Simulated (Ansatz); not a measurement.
**C3H8BNSi: a ladder of functionals and wavefunction methods**

An exercise on one series of results from a longer session: the logs are not shown, and one member is left open.

Computed with Ansatz 0.2.0, Gaussian basis. Level: functionals in def2-TZVPP, the program's frozen cores in correlated methods.

The runs, in order: PBE-D4, r2SCAN-D4, PBE0-D4, B3LYP-D4, ωB97X-V, ωB97M-V, B2PLYP; CCSD(T)/def2-TZVPP; MP2/def2-QZVPP; extrapolation to the limit.

**The relaxed structure**

All runs share one geometry, relaxed beforehand with PBE0-D4 in a triple-zeta def2 set.

SMILES `C/N=C\B1C[SiH2]1`, 14 atoms, charge 0, spin multiplicity 1.

Atoms are counted from 1 here; the program's logs count them from 0.

Bond lengths: C1–N2 1.440 Å, C1–H7 1.093 Å, C1–H8 1.104 Å, C1–H9 1.094 Å, N2–C3 1.269 Å, C3–B4 1.552 Å, C3–H10 1.099 Å, B4–C5 1.504 Å, B4–Si6 1.922 Å, C5–Si6 1.979 Å, C5–H11 1.088 Å, C5–H12 1.093 Å, Si6–H13 1.485 Å, Si6–H14 1.479 Å. Angles: N2–C1–H7 109.4°, N2–C1–H8 113.9°, N2–C1–H9 109.3°, H7–C1–H8 108.8°, H7–C1–H9 106.9°, H8–C1–H9 108.2°, C1–N2–C3 117.1°, N2–C3–B4 128.2°, N2–C3–H10 115.6°, B4–C3–H10 116.2°, C3–B4–C5 132.6°, C3–B4–Si6 139.5°, C5–B4–Si6 69.3°, B4–C5–Si6 65.4°, B4–C5–H11 123.2°, B4–C5–H12 121.1°, Si6–C5–H11 138.1°, Si6–C5–H12 89.7° and more.

Set-up of the first run:

in.yaml reads:

```yaml
crystal:
  periodic: [false, false, false]
  atoms:
    - {symbol: C, position_ang: [0.343108, -2.415056, 0.044760]}
    - {symbol: N, position_ang: [0.719107, -1.725663, -1.162273]}
    - {symbol: C, position_ang: [0.584306, -0.463646, -1.172126]}
    - {symbol: B, position_ang: [0.043761, 0.452351, -0.042391]}
    - {symbol: C, position_ang: [0.526252, 1.756376, 0.529865]}
    - {symbol: Si, position_ang: [-1.435403, 1.630713, 0.301674]}
    - {symbol: H, position_ang: [-0.310635, -3.255086, -0.204687]}
    - {symbol: H, position_ang: [-0.166682, -1.775049, 0.785506]}
    - {symbol: H, position_ang: [1.237319, -2.836435, 0.513817]}
    - {symbol: H, position_ang: [0.895809, 0.040022, -2.097977]}
    - {symbol: H, position_ang: [1.356151, 2.320744, 0.109233]}
    - {symbol: H, position_ang: [0.382831, 1.995958, 1.586501]}
    - {symbol: H, position_ang: [-2.193002, 2.287106, -0.793877]}
    - {symbol: H, position_ang: [-1.995922, 1.958564, 1.630775]}
basis:
  gaussian: {orbitals: def2-TZVPP}
hamiltonian: {xc: pbe, dispersion: d4}
output: {forces: true, orbitals: {seedname: orbitals}}
```

The run is started by

```bash
$ ansatz run in.yaml --threads 4 --pin off --events-out ev --progress --plain --max-ram 10444MiB
```

Steps of the session up to this table: PBE-D4 (GGA); r2SCAN-D4 (meta-GGA); PBE0-D4 (hybrid); B3LYP-D4 (hybrid); ωB97X-V (range-separated); ωB97M-V (range-separated); B2PLYP (double hybrid); CCSD(T) in def2-TZVPP; MP2 in def2-QZVPP.

One of the session's tables, all rows but one given; the rest of the session is left out.

```
            method  atomisation energy (eV)
            PBE-D4                   56.061
         r2SCAN-D4                   54.817
           PBE0-D4                   55.014
          B3LYP-D4                   54.708
           ωB97X-V                   54.672
           ωB97M-V                        ?
            B2PLYP                   53.987
     HF/def2-TZVPP                   39.315
    MP2/def2-TZVPP                   53.688
   CCSD/def2-TZVPP                   51.971
CCSD(T)/def2-TZVPP                   52.893
           MP2/CBS                   55.074
       CCSD(T)/CBS                   54.278
```

**Question.** Estimate the row for ωB97M-V.

As computed: atomisation energy (eV): 54.719. In the column «atomisation energy (eV)» it lies between B3LYP-D4 (54.708) and r2SCAN-D4 (54.817).

To keep in mind: Free atoms (3 C, 1 N, 1 B, 1 Si, 8 H) were run apart at each level; the atomisation energy is their sum less the molecule, without zero-point or spin-orbit terms.
